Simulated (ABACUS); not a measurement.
**Ba2Tl5V3O12 in ABACUS: the effect of functional**

Crystal: Ba2Tl5V3O12.

```
CELL_PARAMETERS angstrom
4.15049 2.39628 6.00330
-4.15049 2.39628 6.00330
0.00000 -4.79257 6.00330
ATOMIC_POSITIONS crystal
Ba 0.50000 0.50000 0.50000
Ba 0.00000 0.00000 0.00000
V 0.50000 0.50000 0.00000
V 0.00000 0.50000 0.50000
V 0.50000 0.00000 0.50000
Tl 0.00000 0.00000 0.50000
Tl 0.50000 0.00000 0.00000
Tl 0.00000 0.50000 0.00000
Tl 0.74045 0.74045 0.74045
Tl 0.25955 0.25955 0.25955
O 0.71652 0.08089 0.41242
O 0.41242 0.71652 0.08089
O 0.08089 0.41242 0.71652
O 0.58757 0.91911 0.28348
O 0.91911 0.28348 0.58757
O 0.28348 0.58757 0.91911
O 0.28348 0.91911 0.58757
O 0.58757 0.28348 0.91911
O 0.91911 0.58757 0.28348
O 0.41242 0.08089 0.71652
O 0.08089 0.71652 0.41242
O 0.71652 0.41242 0.08089
```

The cell was built by a generator and needn't be a form met in nature.

The cell isn't the ideal one: volume scaled by 0.94.

Alike in all runs:

```yaml
Program: ABACUS 3.10.1
Task: equation of state
Potentials_or_basis: SG15 ONCV 1.2 PBE
Cutoff: 1361 eV
Density_cutoff: 5442 eV
Basis: DZP LCAO (the cutoffs set its grid)
k_mesh: 3 × 3 × 3
Occupations: fermi-dirac, width 0.05 eV
Spin: collinear spin, ferromagnetic start
Starting_moments: "[0.0, 0.0, 2.0, 2.0, 2.0, 0.0, 0.0, 0.0, 0.0, 0.0, 0.0, 0.0, 0.0, 0.0, 0.0, 0.0, 0.0, 0.0, 0.0, 0.0, 0.0, 0.0] μB"
```

```tsv
functional	pressure (GPa)	moment (μB)	largest force (eV/Å)
LDA	1.1	0.43	0.68
PBEsol	4.2	1.01	0.83
WC	?	?	?
RPBE	11.9	1.21	1.11
SCAN	4.0	1.25	0.72
```

**Question.** What does the run with functional WC give?

**Answer.** Pressure -6.8 GPa; moment 0.49 μB; largest force 0.44 eV/Å.

Caveats: the atomic orbitals were generated for these runs and aren't a published set; the potentials were made for another functional, which shifts forces and pressure; the basis of atomic orbitals isn't converged, which shifts pressures, moduli and gaps.

Runs at the PBE level aren't shown here.
